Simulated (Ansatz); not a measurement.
# AlHCl2 (SMILES [H][Al]([Cl])[Cl]) at RPA@PBE/STO-3G

What is the electronic atomisation energy of AlHCl2 at RPA@PBE/STO-3G? 

The results are computed with Ansatz 0.2.0.

59 further runs of the same task are left out: 4 that didn't finish, 55 set aside as unsound or not needed.

## Step 1: Starting point

AlHCl2: 4 atoms, total charge 0, spin state singlet. SMILES: `[H][Al]([Cl])[Cl]`. The shape comes from GFN2-xTB, which is rough for such elements, and wasn't checked as a minimum.

Bond lengths: Al1–Cl2 2.022 Å, Al1–Cl3 2.023 Å, Al1–H4 1.522 Å. Angles: Cl2–Al1–Cl3 124.1°, Cl2–Al1–H4 118.0°, Cl3–Al1–H4 117.9°.

## Step 2: The energy at RPA@PBE/STO-3G

Contents of job.yaml:

```yaml
crystal:
  periodic: [false, false, false]
  atoms:
    - {symbol: Al, position_ang: [-0.047750, -0.080660, -0.000420]}
    - {symbol: Cl, position_ang: [1.971850, -0.182600, 0.014280]}
    - {symbol: Cl, position_ang: [-1.095680, 1.649890, -0.015830]}
    - {symbol: H, position_ang: [-0.828410, -1.386630, 0.001980]}
basis:
  gaussian:
    orbitals: STO-3G
hamiltonian:
  xc: {name: PBE}
correlation:
  method: rpa
  frozen_orbitals: {Al: 5, Cl: 5, H: 0}
accuracy: high
```

Started as:

```console
$ ansatz run job.yaml --threads 1 --pin off --max-ram 2610MiB --events-out events.jsonl --progress --plain --runs-dir runs
```

The program printed:

```text
Warning: RAYON_NUM_THREADS=1 ignored (pool sized by the plan → 1); use --threads N
Functional definition: PBE
  name "PBE"
  parameter kappa = 0.804
  parameter beta = 0.06672455060314922
  exchange = pbe_x(kappa = kappa, mu = beta*pi^2/3)
  correlation = pbe_c(beta = beta)
504 factors; integrals over basis functions are off by at most 2.2e-8 eV
mean field evaluation 1: about -31291.7825 eV, gradient 2.9e1 eV
mean field evaluation 2: about -31291.7678 eV, gradient 2.9e1 eV
mean field evaluation 4: about -31295.1222 eV, gradient 2.4e0 eV
mean field evaluation 8: about -31295.1531 eV, gradient 6.6e-3 eV
mean field evaluation 16: about -31295.1531 eV, gradient 1.7e-8 eV
mean field -31295.15309867 eV, -1150.0756637596 hartree, gradient 1.7e-8 eV, S^2 0.000000; 0 other end points of the search recorded, 0 dependent functions left out
15 core orbitals not correlated: weight in the atoms' cores, before any rotation towards them, 0.999 or more for the frozen orbitals, at most 0.000 for the correlated occupied ones
reference -31263.58117371 eV, -1148.9154169175 hartree; 9, 9 occupied and 4, 4 virtual orbitals, 504 factors
Total energy: -31265.85550894 eV, -1148.9989971956 hartree
```

Wall time 2.2 s (1 thread of Arm Neoverse V1, shared host); peak memory 0.11 GiB.

## Step 3: The Al atom at the same level

Contents of molecule.yaml:

```yaml
crystal:
  periodic: [false, false, false]
  atoms:
    - {symbol: Al, position_ang: [0.000000, 0.000000, 0.000000]}
basis:
  gaussian:
    orbitals: STO-3G
magnetization:
  spin_polarized: true
  initial_magnetization: 1
hamiltonian:
  xc: {name: PBE}
correlation:
  method: rpa
  frozen_orbitals: {Al: 5}
accuracy: high
```

Started as:

```console
$ ansatz run molecule.yaml --threads 1 --pin off --max-ram 2610MiB --events-out events.jsonl --progress --plain --runs-dir runs
```

The program printed:

```text
Warning: RAYON_NUM_THREADS=1 ignored (pool sized by the plan → 1); use --threads N
Functional definition: PBE
  name "PBE"
  parameter kappa = 0.804
  parameter beta = 0.06672455060314922
  exchange = pbe_x(kappa = kappa, mu = beta*pi^2/3)
  correlation = pbe_c(beta = beta)
42 factors; integrals over basis functions are off by at most 1.7e-9 eV
mean field evaluation 1: about -6508.0321 eV, gradient 1.6e0 eV
mean field evaluation 2: about -6508.0315 eV, gradient 1.6e0 eV
mean field evaluation 4: about -6508.0394 eV, gradient 2.1e-3 eV
mean field evaluation 8: about -6508.0394 eV, gradient 2.4e-8 eV
mean field evaluation 16: about -6508.0394 eV, gradient 3.6e-4 eV
mean field -6508.03935735 eV, -239.1660350753 hartree, gradient 2.2e-8 eV, S^2 0.750001; 3 other end points of the search recorded, 0 dependent functions left out
5 core orbitals not correlated: weight in the atoms' cores, before any rotation towards them, 1.000 or more for the frozen orbitals, at most 0.000 for the correlated occupied ones
reference -6499.57892794 eV, -238.8551200289 hartree; 2, 1 occupied and 2, 3 virtual orbitals, 42 factors
Total energy: -6501.14444795 eV, -238.9126518282 hartree
```

Wall time 0.76 s (1 thread of Arm Neoverse V1, shared host).

## Step 4: The Cl atom, same level

Contents of input.yaml:

```yaml
crystal:
  periodic: [false, false, false]
  atoms:
    - symbol: Cl
      position_ang: [0.000000, 0.000000, 0.000000]
basis:
  gaussian:
    orbitals: STO-3G
magnetization:
  spin_polarized: true
  initial_magnetization: 1
hamiltonian:
  xc: {name: PBE}
correlation:
  method: rpa
  frozen_orbitals: {Cl: 5}
accuracy: high
```

Run the same way, it converges to -454.57165 Eh (log not shown).

## Step 5: The H atom, same level

Contents of input.yaml:

```yaml
crystal:
  periodic: [false, false, false]
  atoms:
    - symbol: H
      position_ang: [0.000000, 0.000000, 0.000000]
basis:
  gaussian:
    orbitals: STO-3G
magnetization:
  spin_polarized: true
  initial_magnetization: 1
hamiltonian:
  xc: pbe
correlation:
  method: rpa
  frozen_orbitals: {H: 0}
accuracy: high
```

Run the same way, it converges to -0.46658 Eh (log not shown).

## Step 6: What came out

At RPA@PBE/STO-3G, 15 core orbitals frozen:

| quantity | value |
| --- | --- |
| molecule: total energy | -1148.99900 Eh |
| molecule: RPA correlation energy (valence) | -83.6 mEh |
| Al atom: total energy | -238.91265 Eh |
| Al atom: RPA correlation energy (valence) | -57.5 mEh |
| Al atom: ⟨S²⟩ of the reference determinant | 0.750 |
| Cl atom: total energy | -454.57165 Eh |
| Cl atom: RPA correlation energy (valence) | -29.7 mEh |
| Cl atom: ⟨S²⟩ of the reference determinant | 0.750 |
| H atom: total energy | -0.46658 Eh |
| H atom: RPA correlation energy | 0.0 mEh |
| H atom: ⟨S²⟩ of the reference determinant | 0.750 |
| electronic atomisation energy | 12.965 eV |

In words: Taking the molecule apart into free atoms costs 12.97 eV (299 kcal/mol), before zero-point energy and without spin-orbit coupling. In a minimal basis such a difference can be off by several eV, whatever the method.
